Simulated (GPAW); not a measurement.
# Ag3Au (I4/mmm) in GPAW: further runs

Aim: see how the results for Ag3Au move with the level of theory and the settings. Levels: PBEsol, LDA. Tasks: band structure.

All numbers are computed with GPAW 26.7.0; they aren't measurements. Logs are shortened: lines on timing, memory, paths and dates and some standing lists are left out, and cuts for length are marked. The log counts tension as positive stress, the text compression.

## Step 1: The crystal as given

It takes space group I4/mmm (No. 139, tetragonal). The conventional cell has a = 4.119 Å, b = 4.119 Å, c = 8.195 Å, α = 90.00°, β = 90.00°, γ = 90.00°. Au (site symmetry 4/mmm) is surrounded by 12 Ag at 2.91 Å. Around Ag (site symmetry 4/mmm) lie 8 Ag at 2.91 Å and 4 Au at 2.91 Å. Ag (site symmetry -4m2) is surrounded by 4 Au at 2.91 Å and 8 Ag at 2.91 Å.

The cell comes from a database or a generator and needn't be the stable form of this composition.

## Step 2: Band structure, PBEsol

run.py reads:

```python
from ase import Atoms
from ase.dft.bandgap import bandgap
from ase.io import write
from ase.units import GPa
from gpaw import GPAW, PW, setup_paths

setup_paths.insert(0, '.')

atoms = Atoms(['Au', 'Ag', 'Ag', 'Ag'],
              cell=[[-2.059501, 2.059501, 4.09760052],
                    [2.059501, -2.059501, 4.09760052],
                    [2.059501, 2.059501, -4.09760052]],
              scaled_positions=[[0.0, 0.0, 0.0],
                                [0.5, 0.5, 0.0],
                                [0.25, 0.75, 0.5],
                                [0.75, 0.25, 0.5]],
              pbc=True)

calc = GPAW(mode=PW(600),
            xc='PBEsol',
            kpts={'size': (6, 6, 6), 'gamma': True},
            occupations={'name': 'fermi-dirac', 'width': 0.05},
            nbands=53,
            convergence={'density': 1e-05, 'energy': 1e-05},
            maxiter=150,
            txt='gpaw.txt')
atoms.calc = calc
energy = atoms.get_potential_energy()
forces = atoms.get_forces()
stress = atoms.get_stress()
calc.write('gs.gpw')
write('result.traj', atoms)
print(f'Energy: {energy:.6f} eV')
print('Forces (eV/A):')
print(forces.round(4))
print('Stress (GPa):', (stress / GPa).round(3))
print('Fermi level:', round(calc.get_fermi_level(), 4), 'eV')
print(f'Gap: {bandgap(calc)[0]:.4f} eV, direct: {bandgap(calc, direct=True)[0]:.4f} eV')

path = atoms.cell.bandpath('GXYSGZS1NPY1Z,XP', npoints=100, eps=1e-4)
bs_calc = calc.fixed_density(kpts=path, symmetry='off', nbands=73,
                             convergence={'bands': 'CBM+6.0', 'eigenstates': 1e-6}, txt='bands.txt')
bs = bs_calc.band_structure()
bs.write('bs.json')
print(f'Gap on the path: {bandgap(bs_calc)[0]:.4f} eV')
```

Potentials or basis: PAW data sets generated in the run's folder for this functional, pw.

Started as:

```bash
$ gpaw-setup -f PBEsol Ag Au
$ OMP_NUM_THREADS=1 python run.py
```

gpaw.txt:

```text
__  _  _
 | _ |_)|_||  |
 |__||  | ||/\| - 26.7.0

Input parameters:
  mode=PW(ecut=600.0),
  convergence={'density': 1e-05, 'energy': 1e-05},
  kpts=MonkhorstPack(size=(6, 6, 6), gamma=True),
  maxiter=150,
  nbands=53,
  occupations=Occupations(name='fermi-dirac', width=0.05),
  xc=XC(name='PBEsol')

Diagonalizing LCAO Hamiltonian
Converting LCAO to pw mode

       Ag
         Ag

            Ag

       Au

Atoms  # Å, Bohr magnetons
|   | symbol |        x |        y |        z |    initial magnetic moments |
|---|--------|----------|----------|----------|-----------------------------|
| 0 |     Au | 0.000000 | 0.000000 | 0.000000 | ( 0.0000,  0.0000,  0.0000) |
| 1 |     Ag | 0.000000 | 0.000000 | 4.097601 | ( 0.0000,  0.0000,  0.0000) |
| 2 |     Ag | 2.059501 | 0.000000 | 2.048800 | ( 0.0000,  0.0000,  0.0000) |
| 3 |     Ag | 0.000000 | 2.059501 | 2.048800 | ( 0.0000,  0.0000,  0.0000) |

Unit cell  # Å
| periodic |         x |         y |         z |  lengths |     angles |
|----------|-----------|-----------|-----------|----------|------------|
|      yes | -2.059501 |  2.059501 |  4.097601 | 5.027268 | 131.632279 |
|      yes |  2.059501 | -2.059501 |  4.097601 | 5.027268 | 131.632279 |
|      yes |  2.059501 |  2.059501 | -4.097601 | 5.027268 |  70.810426 |

Number of symmetries: 16
Symmetry operations  # r_c * U_cc + t_c -> r_c
|    | kind |            matrix            |
|----|------|------------------------------|
|  0 |  σ   |  1, 1, 1,  0, 0,-1,  0,-1, 0 |
|  1 |  C4  |  1, 1, 1,  0, 0,-1, -1, 0, 0 |
|  2 |  E   |  1, 0, 0,  0, 1, 0,  0, 0, 1 |
|  3 |  σ   |  1, 0, 0,  0, 1, 0, -1,-1,-1 |
|  4 |  σ   |  0, 1, 0,  1, 0, 0,  0, 0, 1 |
|  5 |  C2  |  0, 1, 0,  1, 0, 0, -1,-1,-1 |
|  6 |  C2  |  0, 0, 1, -1,-1,-1,  1, 0, 0 |
|  7 |  S4  |  0, 0, 1, -1,-1,-1,  0, 1, 0 |
|  8 |  C4  |  0, 0,-1,  1, 1, 1,  0,-1, 0 |
|  9 |  σ   |  0, 0,-1,  1, 1, 1, -1, 0, 0 |
| 10 |  σ   |  0,-1, 0, -1, 0, 0,  1, 1, 1 |
| 11 |  C2  |  0,-1, 0, -1, 0, 0,  0, 0,-1 |
| 12 |  C2  | -1, 0, 0,  0,-1, 0,  1, 1, 1 |
| 13 |  i   | -1, 0, 0,  0,-1, 0,  0, 0,-1 |
| 14 |  S4  | -1,-1,-1,  0, 0, 1,  1, 0, 0 |
| 15 |  C2  | -1,-1,-1,  0, 0, 1,  0, 1, 0 |

BZ-sampling:
  Number of BZ points: 216
  Number of IBZ points: 30

  Monkhorst-Pack size: [6, 6, 6]
  Monkhorst-Pack shift: [0.08333333333333333, 0.08333333333333333, 0.08333333333333333]

K-points  # in reciprocal-cell coordinates
|     |                                coordinates |     weight |
|-----|--------------------------------------------|------------|
|   0 | (  0.00000000,   0.00000000,   0.00000000) | 0.00462963 |
|   1 | (  0.16666667,  -0.16666667,   0.00000000) | 0.01851852 |
|   2 | (  0.16666667,  -0.16666667,   0.16666667) | 0.01851852 |
|   3 | (  0.16666667,   0.00000000,   0.00000000) | 0.03703704 |
|   4 | (  0.16666667,   0.16666667,  -0.16666667) | 0.00925926 |
|   5 | (  0.33333333,  -0.33333333,   0.00000000) | 0.01851852 |
|   6 | (  0.33333333,  -0.33333333,   0.16666667) | 0.03703704 |
|   7 | (  0.33333333,  -0.33333333,   0.33333333) | 0.01851852 |
|   8 | (  0.33333333,  -0.16666667,   0.00000000) | 0.07407407 |
|   9 | (  0.33333333,  -0.16666667,   0.16666667) | 0.03703704 |
| ... |                                            |            |
|  29 | (  0.50000000,   0.50000000,   0.50000000) | 0.00462963 |

Plane wave coefficients: 2335
Cutoff: 600.0 eV

Spin-components: 1 (collinear spins)
Bands:           53
Projectors:      24
Spin-degeneracy: 2
Datatype:        complex128

Parallelization:
  kpt:    1
  domain: 1
  band:   1

Density:
  Valence electrons: 62.0
  Components: 1
  Grid points: [30 30 30]
  Charge: 0.0  # |e|

Potential:
  Grid points: [30 30 30]

species:
  Au:
    name:    Gold
    Z:       79.0
    valence: 11
    core:    68
    charge:  0.0  # [|e|]
    compensation charges:
      type: gauss
      rc: 0.42  # [Å]
      lmax: 2
    cutoffs:
      filter: 2.33  # [Å]
      core: 2.81  # [Å]
    projectors
    | kind |    occ | energy [eV] | rcut [Å] |
    |------|--------|-------------|----------|
    |   6s |  1.000 |      -5.766 |    1.323 |
    |   6p |  0.000 |      -0.708 |    1.323 |
    |   5d | 10.000 |      -6.915 |    1.323 |
    |    s |        |      21.446 |    1.323 |
    |    p |        |      26.504 |    1.323 |
    |    d |        |      20.296 |    1.323 |

    Using partial waves for Au as LCAO basis

  Ag:
    name:    Silver
    Z:       47.0
    valence: 17
    core:    30
    charge:  0.0  # [|e|]
    compensation charges:
      type: gauss
      rc: 0.40  # [Å]
      lmax: 2
    cutoffs:
      filter: 2.35  # [Å]
      core: 2.19  # [Å]
    projectors
    | kind |    occ | energy [eV] | rcut [Å] |
    |------|--------|-------------|----------|
    |   5s |  1.000 |      -4.417 |    1.286 |
    |   4p |  6.000 |     -58.524 |    1.328 |
    |   5p |  0.000 |      -0.670 |    1.328 |
    |   4d | 10.000 |      -7.455 |    1.180 |
    |    s |        |      22.795 |    1.286 |
    |    d |        |      19.756 |    1.180 |

    Using partial waves for Ag as LCAO basis

Reference energy: -950042.558454  # eV

eigensolver:
  PPCG
  Converge bands: occupied
  niter=2

density mixing:
  MSR1-Mixer
  Pratt-step length: 0.05
  Maximum mixing coefficient: 0.75
  Old densities: 10
  SVD Regularization: 0.005
  Good broyden scale: 1.0
  Trust region scale: 1.0
  Backstep threshold: 4.0
  History deletion threshold: 6.0
  Fourier metric: weight=20.0, sigma=0.015

occupation numbers:
  Fermi-Dirac:
    width: 0.0500  # eV

poisson solver:
  ecut: 4800.0  # eV

xc functional:
  name: PBEsol with 2 nearest neighbor stencil

convergence criteria:
- Maximum integral of absolute [dens]ity change: 1e-05 electrons / valence electron
- Maximum [total energy] change in last 3 cyles: 1e-05 eV / valence electron
- Maximum integral of absolute [eigenst]ate change: 4e-08 eV^2 / valence electron
maximum number of iterations: 150

SCF iterations
|iter     | |      energy | eigst |  dens |
|---------|-|-------------|-------|-------|
|iter:   1| |  -15.409436 | +0.04 |       |
|iter:   2| |  -15.301252 | -2.18 | -1.28 |
|iter:   3| |  -36.124574 | -0.84 | -1.28 |
|iter:   4| |  -15.740198 | -1.41 | -0.71 |
|iter:   5| |  -14.352937 | -2.04 | -1.28 |
|iter:   6| |  -14.352301 | -3.94 | -2.63 |
|iter:   7| |  -14.351124 | -5.20 | -2.96 |
|iter:   8| |  -14.351142 | -6.05 | -3.54 |
|iter:   9| |  -14.351141c| -6.79 | -4.09 |
|iter:  10| |  -14.351142c| -7.80c| -4.56 |
|iter:  11| |  -14.351142c| -7.69c| -5.02c|

Converged in 11 steps
Energy contributions relative to reference atoms: (reference = -950042.558454)

Energy contributions:
  Kinetic:         -23.687257
  Coulomb:          17.035971
  Zero:              0.659105
  External:          0.000000
  Xc:               -8.354189
  Entropy:          -0.009542
  Spinorbit:         0.000000
  ----------------------------
  Free energy:     -14.355913
  Extrapolated:    -14.351142

dipole moment: (-13.533076, -13.533076, -1.281391)  # |e|*Ang

Fermi level: 8.143
Eigenvalues  # (at kpt = [0.000, 0.000, 0.000])
| band index |      eig [eV] | occ [0-2] |
|------------|---------------|-----------|
|          0 |       -47.126 |     2.000 |
|        ... |               |           |
|         22 |         4.576 |     2.000 |
|         23 |         4.648 |     2.000 |
|         24 |         4.965 |     2.000 |
|         25 |         5.543 |     2.000 |
|         26 |         5.571 |     2.000 |
|         27 |         5.818 |     2.000 |
[... 8 lines left out ...]
|         36 |        14.953 |     0.000 |
|         37 |        15.336 |     0.000 |
|        ... |               |           |
|         52 |        32.669 |     0.000 |

No gap
No difference between direct/indirect transitions

Forces  # eV/Ang
|       x |        y |        z |
|---------|----------|----------|
| 0.00000 |  0.00000 | -0.00000 |  # Au   0
| 0.00000 | -0.00000 |  0.00000 |  # Ag   1
| 0.00000 |  0.00000 | -0.00000 |  # Ag   2
| 0.00000 |  0.00000 |  0.00000 |  # Ag   3

Stress tensor  # eV/Ang^3
|         x |         y |         z |
|-----------|-----------|-----------|
|  0.025791 | -0.000000 | -0.000000 |
| -0.000000 |  0.025791 |  0.000000 |
| -0.000000 |  0.000000 |  0.021002 |

# Writing to gs.gpw (mode='')
```

Run time: 5.1 min. Hardware: 1 thread of Arm Neoverse V2, shared host; peak memory 0.63 GiB.

What came out:

```
Free energy             : -14.3559 eV
Pressure                : -3.9 GPa
Band gap along the path : none (metal or under the smearing width)
```

Levels at the corners of the path, in eV from the Fermi level:
```
point  band 29  band 30  band 31  band 32  band 33  band 34
    Γ    -2.33    -2.08     1.54     5.31     5.79     5.79
    X    -2.43    -0.55    -0.51    -0.49    -0.46     3.08
    Y    -2.55    -1.48    -1.10    -0.34    -0.19     4.79
    S    -2.75    -2.28    -1.56    -1.23     4.44     6.38
    Γ    -2.33    -2.08     1.54     5.31     5.79     5.79
    Z    -2.27    -2.27    -2.09     1.45     1.45     5.93
   S1    -2.75    -2.28    -1.56    -1.23     4.44     6.38
    N    -2.56    -2.35    -2.12     2.39     2.48     6.74
    P    -2.75    -0.74    -0.52    -0.52    -0.08     4.50
   Y1    -2.55    -1.48    -1.10    -0.34    -0.19     4.79
    Z    -2.27    -2.27    -2.09     1.45     1.45     5.93
    X    -2.43    -0.55    -0.51    -0.49    -0.46     3.08
    P    -2.75    -0.74    -0.52    -0.52    -0.08     4.50
```

Caveat: with this Au data set, volumes or pressures lay over 1.5 % or 2 GPa off other programs in two to four cells of ten; spin-orbit coupling is left out, which moves the levels of the heavy elements.

## Step 3: Band structure, LDA

Edit run.py of step 2 so:

```diff
@@ -4,5 +4,3 @@
 from ase.units import GPa
-from gpaw import GPAW, PW, setup_paths
-
-setup_paths.insert(0, '.')
+from gpaw import GPAW, PW
 
@@ -19,3 +17,3 @@
 calc = GPAW(mode=PW(600),
-            xc='PBEsol',
+            xc='LDA',
             kpts={'size': (6, 6, 6), 'gamma': True},
```

Potentials or basis: the program's PAW data sets (release 1.2.1) made for this functional, pw.

Started as:

```bash
$ OMP_NUM_THREADS=1 python run.py
```

It took 5.1 min on 1 thread of Arm Neoverse V2, shared host; peak memory 0.63 GiB.

It converged, with:

```
Free energy             : -16.2599 eV
Pressure                : -8.4 GPa
Band gap along the path : none (metal or under the smearing width)
```

Stress tensor (GPa, compression positive):
```
-8.64  0.00  0.00
 0.00 -8.64  0.00
 0.00  0.00 -7.87
```

Levels at the corners of the path, in eV from the Fermi level:
```tsv
point	band 29	band 30	band 31	band 32	band 33	band 34
Γ	-2.31	-2.07	1.54	5.24	5.80	5.80
X	-2.41	-0.55	-0.49	-0.48	-0.43	3.05
Y	-2.53	-1.47	-1.09	-0.34	-0.19	4.77
S	-2.75	-2.27	-1.55	-1.23	4.44	6.29
Γ	-2.31	-2.07	1.54	5.24	5.80	5.80
Z	-2.25	-2.25	-2.08	1.46	1.46	5.88
S1	-2.75	-2.27	-1.55	-1.23	4.44	6.29
N	-2.55	-2.34	-2.10	2.38	2.46	6.75
P	-2.74	-0.73	-0.51	-0.51	-0.07	4.50
Y1	-2.53	-1.47	-1.09	-0.34	-0.19	4.77
Z	-2.25	-2.25	-2.08	1.46	1.46	5.88
X	-2.41	-0.55	-0.49	-0.48	-0.43	3.05
P	-2.74	-0.73	-0.51	-0.51	-0.07	4.50
```

Caveat: with this Au data set, volumes or pressures lay over 1.5 % or 2 GPa off other programs in two to four cells of ten; spin-orbit coupling is left out, which moves the levels of the heavy elements.

## Step 4: For comparison

An earlier run on the cell as given: functional PBEsol; potentials or basis PAW data sets generated in the run's folder for this functional; cutoff 600 eV; basis pw; k mesh 9 × 9 × 9; occupations fermi-dirac, width 0.05 eV; no spin polarisation.

- Pressure: -4.2 GPa
- Band gap on the k mesh: none (metal or under the smearing width)

## Step 5: Summary

```csv
task,level,potentials or basis,k mesh,band path,band points,pressure (GPa)
band structure,PBEsol,"PAW data sets generated in the run's folder for this functional, pw",6 × 6 × 6,"GXYSGZS1NPY1Z,XP",100,-3.9
band structure,LDA,"the program's PAW data sets (release 1.2.1) made for this functional, pw",6 × 6 × 6,"GXYSGZS1NPY1Z,XP",100,-8.4
single point,PBEsol,"PAW data sets generated in the run's folder for this functional, pw",9 × 9 × 9,-,-,-4.2
```

Alike in all rows: no spin polarisation; cell as given; cutoff (eV) 600; smearing fermi-dirac 0.05 eV.

Caveats: with this Au data set, volumes or pressures lay over 1.5 % or 2 GPa off other programs in two to four cells of ten; spin-orbit coupling is left out, which moves the levels of the heavy elements (some runs).

Absolute energies hang on the potentials; compare differences alone.
